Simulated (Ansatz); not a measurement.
Predict the output of the script below (Ansatz 0.2.0, Python API).

`md_bbrh3n.py`:
```python
# -*- coding: utf-8 -*-
"""Molecular dynamics of one BBrH3N molecule."""

import ansatz as az
import numpy as np

BASIS = "def2-SVP"
XC = "PBE0"
N_STEPS = 30
TEMPERATURE_K = 800


def main():
    geometry_ang = [
        ("N", [-0.4731, -0.0698, -0.7616]),
        ("B", [0.2609, 0.0801, 0.5221]),
        ("Br", [-0.264, 1.4682, 1.864]),
        ("H", [-0.8146, -0.9906, -0.8299]),
        ("H", [0.1645, 0.0813, -1.5722]),
        ("H", [1.1684, -0.6332, 0.7313]),
    ]
    molecule = az.Crystal.molecule()
    for symbol, xyz in geometry_ang:
        molecule = molecule.atom(symbol, xyz)

    calc = (
        molecule.calculation()
        .basis(gaussian=BASIS)
        .functional(XC)
        .md("nvt_langevin", timestep=0.5, steps=N_STEPS, temperature=TEMPERATURE_K, initial_velocities="maxwell_boltzmann", seed=64, friction=0.01)
    )
    frames = []
    res = calc.session().plan().execute(on_event=lambda e: frames.append(e["data"]) if e["event"] == "md_step" else None)
    print("t (fs)   E_pot (eV)      E_kin (eV)   T (K)   d(0-1) (A)")
    for f in frames[::2]:
        xyz = np.array(f["positions_ang"])
        print(f"{f['time_fs']:6.2f} {f['lagrangian_ev']:14.5f} {f['e_kin_ev']:10.5f} {f['temperature_k']:8.1f} {np.linalg.norm(xyz[0] - xyz[1]):9.4f}")
    print("mean temperature", round(float(np.mean([f["temperature_k"] for f in frames])), 1), "K")


if __name__ == "__main__":
    main()
```

`python md_bbrh3n.py` gives:
```text
t (fs)   E_pot (eV)      E_kin (eV)   T (K)   d(0-1) (A)
  0.00   -72241.43545    0.51704    666.7    1.4863
  1.00   -72241.43503    0.52646    678.8    1.4846
  2.00   -72241.43493    0.48363    623.6    1.4801
  3.00   -72241.43345    0.48924    630.8    1.4736
  4.00   -72241.40499    0.44771    577.3    1.4647
  5.00   -72241.32962    0.43721    563.7    1.4563
  6.00   -72241.23720    0.35661    459.8    1.4499
  7.00   -72241.20911    0.33252    428.8    1.4451
  8.00   -72241.26017    0.39332    507.1    1.4428
  9.00   -72241.31424    0.43144    556.3    1.4430
 10.00   -72241.27682    0.37725    486.4    1.4423
 11.00   -72241.21173    0.34510    445.0    1.4409
 12.00   -72241.24728    0.36217    467.0    1.4397
 13.00   -72241.31591    0.43428    560.0    1.4380
 14.00   -72241.37688    0.43551    561.5    1.4344
 15.00   -72241.40705    0.48182    621.2    1.4299
mean temperature 549.8 K
```

What to keep in mind:
- Total energies depend on the basis set; only differences at equal settings carry meaning.
- The trajectory is only some femtoseconds long, so its temperature is not equilibrated; where the script doesn't relax first, it starts from a rough generated geometry.
- The printed temperature counts all 3N degrees of freedom under Langevin dynamics, so the first row lies under the target.
- Wall time of the script: 80 s on 1 thread of Arm Neoverse V1, on a shared host, peak memory 0.21 GiB.

(A comment or docstring line of the script was reworded after the run, the code is as it ran; lines on the test bed's own set-up are left out of the output.)
